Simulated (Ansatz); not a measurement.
**Ir: a tetragonal deformation path**

An exercise on one series of results from a longer session: the logs are not shown, and one member is left open.

Method: DFT LDA, scalar-relativistic, plane waves, PAW, in Ansatz 0.2.0.

### Starting point

It takes space group Fm-3m (No. 225, cubic). Conventional cell: a = 3.839 Å, b = 3.839 Å, c = 3.839 Å, α = 90.00°, β = 90.00°, γ = 90.00°. Ir (site symmetry m-3m) has 12 Ir at 2.71 Å as nearest neighbours.

Structure file:

```cif
data_structure
_symmetry_space_group_name_H-M 'Fm-3m'
_symmetry_Int_Tables_number 225
_cell_length_a 3.8394
_cell_length_b 3.8394
_cell_length_c 3.8394
_cell_angle_alpha 90.000
_cell_angle_beta 90.000
_cell_angle_gamma 90.000
_cell_volume 56.60
loop_
_atom_site_label
_atom_site_type_symbol
_atom_site_symmetry_multiplicity
_atom_site_Wyckoff_symbol
_atom_site_fract_x
_atom_site_fract_y
_atom_site_fract_z
_atom_site_occupancy
Ir1 Ir 4 a 0.00000 0.00000 0.00000 1
```

No relaxation comes first: the listed cell is the starting point.

Set-up of the first run:

At fixed volume and fractional coordinates, lengths along (0.000, 0.000, 1.000) are scaled against those across it; ρ is that ratio over its starting value.

Contents of input.yaml:

```yaml
crystal:
  lattice:
    - [0.0, 2.154898871, 1.5235135018]
    - [2.154898871, 0.0, 1.5235135018]
    - [2.154898871, 2.154898871, 0.0]
  atoms:
    - { symbol: Ir, position: [0.0, 0.0, 0.0] }
basis:
  ecutwfc: 420
kpoints:
  mp_grid: { grid: [8, 8, 8] }
hamiltonian:
  xc: lda
scf:
  occupations: { method: gaussian, width: 0.15 }
output:
  forces: true
  stress: true
  eigenvalues: true
```

Started as:

```
$ ansatz run input.yaml --threads 1 --pin off --max-ram 2560MiB --backend cpu --events-out ev --progress --plain --runs-dir out
```

Steps of the session up to this table: ρ = 0.707; Point ρ = 1.414; At ρ = 0.850; ρ = 1.200; Point ρ = 0.780; Point ρ = 1.300; Point ρ = 0.920; ρ = 1.100; At ρ = 0.650; Point ρ = 1.500; At ρ = 0.960; ρ = 1.050.

One table of the session follows, with a row left open; its other results are not shown here.

| ρ | ΔE (meV/atom) | pressure (GPa) |
| --- | --- | --- |
| 0.650 | 497.9 | 2.8 |
| 0.707 | 624.6 | 4.8 |
| 0.780 | 464.3 | 1.7 |
| 0.850 | 239.7 | -2.3 |
| 0.920 | ? | ? |
| 0.960 | 17.8 | -6.6 |
| 1.000 | 0.0 | -7.0 |
| 1.050 | 25.1 | -6.4 |
| 1.100 | 95.1 | -4.9 |
| 1.200 | 330.8 | 1.1 |
| 1.300 | 629.5 | 10.2 |
| 1.414 | 1030.4 | 24.3 |
| 1.500 | 1375.9 | 37.9 |

Estimate the missing values for ρ = 0.920.

Worked estimate for «ΔE (meV/atom)». A straight line through the neighbours (0.850, 239.7) and (0.960, 17.8) gives 239.7 + (17.8 − 239.7) × (0.920 − 0.850) / (0.960 − 0.850) = 98.5; a parabola fitted to 4 rows on both sides gives 79.5.

The run gave: ΔE (meV/atom): 71.6; pressure (GPa): -5.5. In «ΔE (meV/atom)» the line misses by +26.9 and the parabola by +7.9.

Limits of these values: The settings of these runs were drawn from a wide range and may not be converged. Spin-orbit coupling is left out for Ir.
